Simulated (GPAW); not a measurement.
Crystal: GaGe3.

```
CELL_PARAMETERS angstrom
5.98504 0.00000 0.00000
-2.99252 5.18319 0.00000
0.00000 0.00000 5.03495
ATOMIC_POSITIONS crystal
Ge 0.16356 0.32712 0.25000
Ge 0.16356 0.83644 0.25000
Ge 0.67288 0.83644 0.25000
Ge 0.83644 0.67288 0.75000
Ge 0.83644 0.16356 0.75000
Ge 0.32712 0.16356 0.75000
Ga 0.33333 0.66667 0.75000
Ga 0.66667 0.33333 0.25000
```

The cell comes from a database or a generator and needn't be the stable form of this composition.

Base run:

```yaml
Program: GPAW 26.7.0
Functional: LDA
Potentials_or_basis: the program's PAW data sets (release 1.2.1) made for this functional
Cutoff: 600 eV
Basis: pw
k_mesh: 4 × 4 × 4
Occupations: fermi-dirac, width 0.05 eV
Spin: no spin polarisation
```

Its results: pressure -5.8 GPa; largest force 0.099 eV/Å.

**Question.** The run is repeated on the same cell with these changes: functional from LDA to PBEsol; potentials or basis from the program's PAW data sets (release 1.2.1) made for this functional to PAW data sets generated in the run's folder for this functional. What comes out?

**Answer.** Pressure -4.4 GPa; largest force 0.120 eV/Å.
